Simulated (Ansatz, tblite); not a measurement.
**TiBrF3: which spin state is lowest**

Is the singlet the ground state of TiBrF3? Other spin states are computed and compared level by level.

Program: Ansatz 0.2.0, Gaussian basis. Level of theory: as each input shows. These are calculated values, not measurements.

Plan: triplet, at the geometry of the singlet (GFN1-xTB, GFN2-xTB, PBE0-D4/def2-TZVP, PBE-D4/def2-TZVP, r2SCAN-D4/def2-TZVP); the singlet's energies come from earlier runs.

**1. The relaxed structure**

The singlet was relaxed beforehand with PBE0-D4/def2-SVP.

5 atoms, charge 0, spin multiplicity 1.

Bond lengths: Ti1–Br2 2.332 Å, Ti1–F3 1.720 Å, Ti1–F4 1.720 Å, Ti1–F5 1.720 Å. Angles: Br2–Ti1–F3 109.9°, Br2–Ti1–F4 109.9°, Br2–Ti1–F5 109.9°, F3–Ti1–F4 109.0°, F3–Ti1–F5 109.0°, F4–Ti1–F5 109.0°.

Formally the metal is d0. No spin-orbit coupling is included.

**2. Triplet at the fixed geometry, GFN1-xTB**

Tight binding, by tblite at 300 K electronic temperature and without a spin-polarisation term:

```python
tblite.interface.Calculator('GFN1-xTB', numbers, positions, charge=0, uhf=2).singlepoint()
```

Energy -561.1405 eV; 0.005 s.

**3. Triplet at the fixed geometry, GFN2-xTB**

Tight binding, by tblite at 300 K electronic temperature and without a spin-polarisation term:

```python
tblite.interface.Calculator('GFN2-xTB', numbers, positions, charge=0, uhf=2).singlepoint()
```

Energy -546.2525 eV; 0.006 s.

**4. Triplet at the fixed geometry, PBE0-D4/def2-TZVP**

Contents of in.yaml:

```yaml
crystal:
  periodic: [false, false, false]
  atoms:
    - {symbol: Ti, position_ang: [-0.000448, 0.000951, -0.114267]}
    - {symbol: Br, position_ang: [0.008974, -0.018595, 2.217239]}
    - {symbol: F, position_ang: [1.614225, 0.009824, -0.707551]}
    - {symbol: F, position_ang: [-0.814747, 1.404282, -0.685932]}
    - {symbol: F, position_ang: [-0.808004, -1.396472, -0.709488]}
basis:
  gaussian: {orbitals: def2-TZVP}
magnetization: {spin_polarized: true, initial_magnetization: 2}
hamiltonian: {xc: pbe0, dispersion: d4}
scf: {omitted_lower_state_checks: [starts]}
output: {orbitals: {seedname: orbitals}}
```

Launch:

```console
ansatz run in.yaml --threads 4 --pin off --events-out ev --progress --plain --max-ram 3916MiB
```

The program printed:

```text
Functional definition: PBE0
  name "PBE0"
  cite "Adamo & Barone, J. Chem. Phys. 110, 6158 (1999) doi:10.1063/1.478522"
  cite "Perdew, Burke & Ernzerhof, Phys. Rev. Lett. 77, 3865 (1996) doi:10.1103/PhysRevLett.77.3865"
  parent pbe
  parameter a = 0.25
  parameter kappa = 0.804
  parameter beta = 0.06672455060314922
  exchange = (1 - a)*pbe_x(kappa = kappa, mu = beta*pi^2/3) + a*exact_x
  correlation = pbe_c(beta = beta)
these checks for a lower state are left out or cut short: starts
1347 factors; their error is unknown
mean field evaluation 1: about -101289.6107 eV, gradient 4.6e1 eV
mean field evaluation 2: about -101262.4432 eV, gradient 9.9e1 eV
mean field evaluation 4: about -101296.7643 eV, gradient 5.9e0 eV
mean field evaluation 8: about -101296.9451 eV, gradient 2.6e-1 eV
mean field evaluation 16: about -101297.5400 eV, gradient 6.0e-3 eV
mean field evaluation 32: about -101297.6507 eV, gradient 1.8e-5 eV
mean field -101297.65068144 eV, -3722.6200005290 hartree, gradient 4.3e-6 eV, S^2 2.005031; 0 other end points of the search recorded, 0 dependent functions left out
reference -101297.65072014 eV, -3722.6200019514 hartree; 43, 41 occupied and 143, 145 virtual orbitals, 1347 factors
Total energy: -101297.75457390 eV, -3722.6238185068 hartree
Checks for a lower state left out: starts
```

Wall time 13 s (4 threads of Intel Xeon 6975P-C, shared host); peak memory 1.2 GiB.

HOMO -4.75 eV, LUMO -8.28 eV (over both spins; with the spin held, an empty level of the minority spin lies below the top filled one); ⟨S²⟩ 2.005 (pure: 2.00).

**5. Triplet at the fixed geometry, PBE-D4/def2-TZVP**

start.molden holds the orbitals of an earlier run on this state, given as this run's starting guess.

Edit in.yaml of step 4 so:

```diff
@@ -9,5 +9,5 @@
 basis:
-  gaussian: {orbitals: def2-TZVP}
+  gaussian: {orbitals: def2-TZVP, initial_orbitals: start.molden}
 magnetization: {spin_polarized: true, initial_magnetization: 2}
-hamiltonian: {xc: pbe0, dispersion: d4}
+hamiltonian: {xc: pbe, dispersion: d4}
 scf: {omitted_lower_state_checks: [starts]}
```

Launched as before.

The program printed:

```text
Functional definition: PBE
  name "PBE"
  cite "Perdew, Burke & Ernzerhof, Phys. Rev. Lett. 77, 3865 (1996) doi:10.1103/PhysRevLett.77.3865"
  parent pbe
  parameter kappa = 0.804
  parameter beta = 0.06672455060314922
  exchange = pbe_x(kappa = kappa, mu = beta*pi^2/3)
  correlation = pbe_c(beta = beta)
these checks for a lower state are left out or cut short: starts
1257 factors; their error is unknown
mean field evaluation 1: about -101294.8158 eV, gradient 9.9e0 eV
mean field evaluation 2: about -101295.1436 eV, gradient 1.1e0 eV
mean field evaluation 4: about -101295.1267 eV, gradient 9.5e-2 eV
mean field evaluation 8: about -101295.1268 eV, gradient 3.0e-5 eV
mean field -101295.12677238 eV, -3722.5272485820 hartree, gradient 8.5e-6 eV, S^2 2.002874; 0 other end points of the search recorded, 0 dependent functions left out
reference -101295.12682556 eV, -3722.5272505362 hartree; 43, 41 occupied and 143, 145 virtual orbitals, 1257 factors
Total energy: -101295.24864763 eV, -3722.5317274148 hartree
Checks for a lower state left out: starts
```

It took 4.8 s on 4 threads of Intel Xeon 6975P-C, shared host.

From the report: HOMO -2.75 eV, LUMO -8.88 eV (over both spins; with the spin held, an empty level of the minority spin lies below the top filled one); ⟨S²⟩ 2.003 (pure: 2.00).

**6. Triplet at the fixed geometry, r2SCAN-D4/def2-TZVP**

Edit in.yaml of step 5 so:

```diff
@@ -11,3 +11,3 @@
 magnetization: {spin_polarized: true, initial_magnetization: 2}
-hamiltonian: {xc: pbe, dispersion: d4}
+hamiltonian: {xc: r2scan, dispersion: d4}
 scf: {omitted_lower_state_checks: [starts]}
```

Launched as before.

The program printed:

```text
Functional definition: r2SCAN
  name "r2SCAN"
  cite "Furness, Kaplan, Ning, Perdew & Sun, J. Phys. Chem. Lett. 11, 8208 (2020) doi:10.1021/acs.jpclett.0c02405"
  cite "Furness, Kaplan, Ning, Perdew & Sun, J. Phys. Chem. Lett. 11, 9248 (2020) doi:10.1021/acs.jpclett.0c03077"
  parent r2scan
  parameter k0 = 0.174
  parameter k1 = 0.065
  parameter a1 = 4.9479
  exchange = r2scan_x(k0 = k0, k1 = k1, a1 = a1)
  correlation = r2scan_c
these checks for a lower state are left out or cut short: starts
1257 factors; their error is unknown
mean field evaluation 1: about -101314.6480 eV, gradient 6.1e0 eV
mean field evaluation 2: about -101314.7632 eV, gradient 3.7e-1 eV
mean field evaluation 4: about -101314.7368 eV, gradient 1.1e-1 eV
mean field evaluation 8: about -101314.7368 eV, gradient 5.3e-5 eV
mean field -101314.73684814 eV, -3723.2479055739 hartree, gradient 9.2e-6 eV, S^2 2.005673; 0 other end points of the search recorded, 0 dependent functions left out
reference -101314.73686797 eV, -3723.2479063028 hartree; 43, 41 occupied and 143, 145 virtual orbitals, 1257 factors
Total energy: -101314.76410891 eV, -3723.2489073890 hartree
Checks for a lower state left out: starts
```

Wall time 12 s (4 threads of Intel Xeon 6975P-C, shared host); peak memory 0.58 GiB.

HOMO -3.15 eV, LUMO -8.92 eV (over both spins; with the spin held, an empty level of the minority spin lies below the top filled one); ⟨S²⟩ 2.006 (pure: 2.00).

**7. Triplet less singlet, vertical**

The singlet's energies are those of its earlier runs, whose logs aren't repeated here.

```
              level  triplet less singlet, vertical (kJ/mol)    time
           GFN1-xTB                                   +411.2  0.01 s
           GFN2-xTB                                   +460.9  0.01 s
   PBE-D4/def2-TZVP                                   +489.1   5.8 s
r2SCAN-D4/def2-TZVP                                   +486.7    14 s
  PBE0-D4/def2-TZVP                                   +450.5    15 s
```

Times add the two runs; a level without a time comes out of a correlated run. Tight binding without a spin term can't rank spin states.

**8. What came out**

```
                                                quantity                                       value
triplet less singlet, vertical, functionals in def2-TZVP  +450.5 (PBE0-D4) to +489.1 kJ/mol (PBE-D4)
```

In words: All functionals put the triplet above the singlet, over a spread of 38.6 kJ/mol. The checks for a lower triplet were left out, so another state of that spin may lie lower. The singlet here is a closed shell; an open-shell singlet can lie lower. These are electronic energies, without zero-point motion, entropy or surroundings.
